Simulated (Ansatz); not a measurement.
# CH10OSi2: the cost of one run

All numbers below are computed with Ansatz 0.2.0 (UKS PBE0-D4/6-31G).

### Step 1. Starting point

Bond lengths: Si1–C2 2.170 Å, Si1–O3 1.638 Å, O3–Si4 1.617 Å, Si1–H5 1.443 Å, Si1–H6 1.443 Å, C2–H9 1.094 Å, C2–H10 1.091 Å, C2–H11 1.087 Å, Si4–H12 1.462 Å, Si4–H13 1.465 Å, Si4–H14 1.465 Å. Angles (14 of 19 angles, heavy atoms first): C2–Si1–O3 103.9°, Si1–O3–Si4 172.8°, Si1–C2–H9 99.7°, Si1–C2–H10 118.1°, Si1–C2–H11 116.4°, C2–Si1–H5 107.1°, C2–Si1–H6 107.0°, O3–Si1–H5 99.5°, O3–Si1–H6 100.3°, O3–Si4–H12 106.3°, O3–Si4–H13 107.2°, O3–Si4–H14 108.0°, H9–C2–H10 104.7°, H9–C2–H11 104.7°.

Structure file:

```xyz
14

Si   -0.8979    0.5149    0.1541
C     0.7139    0.4915    1.6061
O    -0.3610   -0.4618   -1.0461
Si    0.3523   -1.3439   -2.1982
H    -1.9545   -0.3140    0.6812
H    -0.8472    1.7940   -0.5112
H    -0.4686    1.2278    1.7974
H    -1.3610    1.5934    1.6237
H     1.4260   -0.1507    1.0803
H     1.2582    1.4195    1.7844
H     0.5141   -0.0250    2.5420
H    -0.6702   -1.5985   -3.2119
H     0.8230   -2.5792   -1.5677
H     1.4729   -0.5679   -2.7340
```

### Step 2. Run 1

150 steps of 0.5 fs at constant energy, with velocities drawn for 1000 K.

File input.yaml:

```yaml
crystal:
  periodic: [false, false, false]
  atoms:
    - { symbol: Si, position_ang: [-0.8979, 0.5149, 0.1541] }
    - { symbol: C, position_ang: [0.7139, 0.4915, 1.6061] }
    - { symbol: O, position_ang: [-0.361, -0.4618, -1.0461] }
    - { symbol: Si, position_ang: [0.3523, -1.3439, -2.1982] }
    - { symbol: H, position_ang: [-1.9545, -0.314, 0.6812] }
    - { symbol: H, position_ang: [-0.8472, 1.794, -0.5112] }
    - { symbol: H, position_ang: [-0.4686, 1.2278, 1.7974] }
    - { symbol: H, position_ang: [-1.361, 1.5934, 1.6237] }
    - { symbol: H, position_ang: [1.426, -0.1507, 1.0803] }
    - { symbol: H, position_ang: [1.2582, 1.4195, 1.7844] }
    - { symbol: H, position_ang: [0.5141, -0.025, 2.542] }
    - { symbol: H, position_ang: [-0.6702, -1.5985, -3.2119] }
    - { symbol: H, position_ang: [0.823, -2.5792, -1.5677] }
    - { symbol: H, position_ang: [1.4729, -0.5679, -2.734] }
magnetization:
  spin_polarized: true
basis:
  gaussian: { orbitals: "6-31G" }
hamiltonian:
  xc: pbe0
  dispersion: d4
md:
  timestep: 0.5
  n_steps: 150
  ensemble: nve
  temperature: 1000.0
  initial_velocities: maxwell_boltzmann
  seed: 565194
```

Started as:

```
ansatz run input.yaml --threads 1 --pin off --max-ram 2048MiB --backend cpu --events-out ev --progress --plain --runs-dir out
```

What time and memory should one allow on 1 thread of Arm Neoverse V1, shared host?

About 15 min, with a peak of 0.2 GiB.
